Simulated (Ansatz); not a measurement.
# GeH3O2 radical: small, medium and large basis sets

An exercise on one series of results from a longer session: the logs are not shown, and one member is left open.

Method: one geometry, several basis sets; program: Ansatz 0.2.0, Gaussian basis.

Levels to be run: PBE0-D4/def2-SVP; ωB97M-V/def2-SVP; PBE0-D4/def2-QZVPP; ωB97M-V/def2-QZVPP; the functionals' def2-TZVPP values are taken from earlier runs.

## Structure used throughout

The geometry comes from an earlier relaxation with PBE0-D4 in a triple-zeta def2 set; it is a stationary point.

6 atoms, charge 0, spin multiplicity 2.

Atoms are counted from 1 here; the program's logs count them from 0.

Bond lengths: O1–Ge2 1.790 Å, Ge2–O3 1.768 Å, Ge2–H4 1.539 Å, Ge2–H5 1.528 Å, O3–H6 0.960 Å. Angles: O1–Ge2–O3 111.6°, O1–Ge2–H4 102.2°, O1–Ge2–H5 109.7°, O3–Ge2–H4 112.1°, O3–Ge2–H5 104.8°, H4–Ge2–H5 116.5°, Ge2–O3–H6 113.3°.

The first run:

in.yaml

```yaml
crystal:
  periodic: [false, false, false]
  atoms:
    - {symbol: O, position_ang: [-1.694041, -0.455904, 0.556914]}
    - {symbol: Ge, position_ang: [-0.249906, 0.168562, -0.295769]}
    - {symbol: O, position_ang: [1.186335, 0.124095, 0.735033]}
    - {symbol: H, position_ang: [-0.134773, -0.795792, -1.489818]}
    - {symbol: H, position_ang: [-0.447257, 1.647030, -0.628928]}
    - {symbol: H, position_ang: [1.381643, -0.751892, 1.076369]}
basis:
  gaussian: {orbitals: def2-SVP}
magnetization: {spin_polarized: true, initial_magnetization: 1}
hamiltonian: {xc: pbe0, dispersion: d4}
output: {orbitals: {seedname: orbitals}}
```

Steps of the session up to this table: PBE0-D4 in def2-SVP; ωB97M-V in def2-SVP; PBE0-D4 in def2-QZVPP; ωB97M-V in def2-QZVPP.

One of the session's tables, all rows but one given; the rest of the session is left out.

It belongs to the step «Functionals by basis». 

| functional | basis | HOMO (eV) | LUMO (eV) |
| --- | --- | --- | --- |
| PBE0-D4 | def2-SVP | ? | ? |
| PBE0-D4 | def2-TZVPP | -8.77 | -4.25 |
| PBE0-D4 | def2-QZVPP | -8.83 | -4.30 |
| ωB97M-V | def2-SVP | -10.96 | -1.73 |
| ωB97M-V | def2-TZVPP | -11.24 | -2.03 |
| ωB97M-V | def2-QZVPP | -11.30 | -2.11 |

**Question.** Estimate the row for PBE0-D4, def2-SVP.

The run gave: HOMO (eV): -8.54; LUMO (eV): -4.03. In the column «HOMO (eV)» it is the highest.
